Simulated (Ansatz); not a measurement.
# SiGeHO+ (quintet): wave-function methods side by side, cc-pVDZ

The task here is to estimate one member of a computed series from the others.

Computed with Ansatz 0.2.0, Gaussian basis. Level: cc-pVDZ, core rule «outside noble gas», up to 20 orbitals frozen.

The runs, in order: UHF; CCSD(T) on ROHF; CCSD(T) on UHF; BCCD(T) on ROHF; CISD; CCSDT(Q) on ROHF; CCSDT(Q) on UHF.

24 further runs of the same task are left out: 10 that didn't finish, 14 set aside as unsound or not needed.

## What is computed

The geometry is a PBE0/def2-TZVP stationary point (not a proven minimum) of the parent state, kept for this charge and spin. No spin-orbit coupling is included. The filled d shell of Ge may be among the frozen orbitals whatever the setting's name suggests; the logs give the count.

4 atoms, charge 1, spin multiplicity 5.

Atoms are counted from 1 here; the program's logs count them from 0.

Bond lengths: O1–Ge2 1.665 Å, Ge2–Si3 2.359 Å, Ge2–H4 1.549 Å. Angles: O1–Ge2–Si3 126.7°, O1–Ge2–H4 116.5°, Si3–Ge2–H4 116.8°.

The first run:

File in.yaml:

```yaml
crystal:
  periodic: [false, false, false]
  atoms:
    - {symbol: O, position_ang: [0.000000, -0.840051, 1.630592]}
    - {symbol: Ge, position_ang: [0.000000, 0.254500, 0.376244]}
    - {symbol: Si, position_ang: [0.000000, -0.242609, -1.929541]}
    - {symbol: H, position_ang: [0.000000, 1.753269, 0.767147]}
basis:
  gaussian: {orbitals: cc-pVDZ}
total_charge: 1
magnetization: {spin_polarized: true, initial_magnetization: 4}
hamiltonian: {xc: hf}
output: {orbitals: {seedname: orbitals}}
```

Run with:

```
> ansatz run in.yaml --threads 1 --pin off --events-out ev --progress --plain --max-ram 2393MiB
```

Steps of the session up to this table: UHF; CCSD(T) on ROHF; CCSD(T) on UHF; BCCD(T) on ROHF; CISD; CCSDT(Q) on ROHF; CCSDT(Q) on UHF.

One of the session's tables, all rows but one given; the rest of the session is left out.

| method | from UCCSDT(Q) (kcal/mol) |
| --- | --- |
| ROHF | +194.26 |
| UHF | +190.59 |
| RMP2 | +32.67 |
| UMP2 | +32.47 |
| RCCSD | +8.24 |
| UCCSD | +8.14 |
| RCCSD(T) | +2.03 |
| UCCSD(T) | +2.01 |
| BCCD(T) | ? |
| RCCSDT | +0.68 |
| UCCSDT | +0.64 |
| RCCSDT(Q) | +0.13 |
| UCCSDT(Q) | 0 |

**Question.** Estimate the row for BCCD(T).

**Answer.** from UCCSDT(Q) (kcal/mol): +1.95. In the column «from UCCSDT(Q) (kcal/mol)» it lies between RCCSDT (+0.68) and UCCSD(T) (+2.01).

Not comparable, so not listed: CISD (they don't share determinant, frozen orbitals or solution with the rows shown, or repeat one).

Caveats from the session: Restricted and unrestricted rows rest on different reference determinants; where their highest levels disagree by more than a few hundredths of an eV, they describe different states and don't form one ladder.
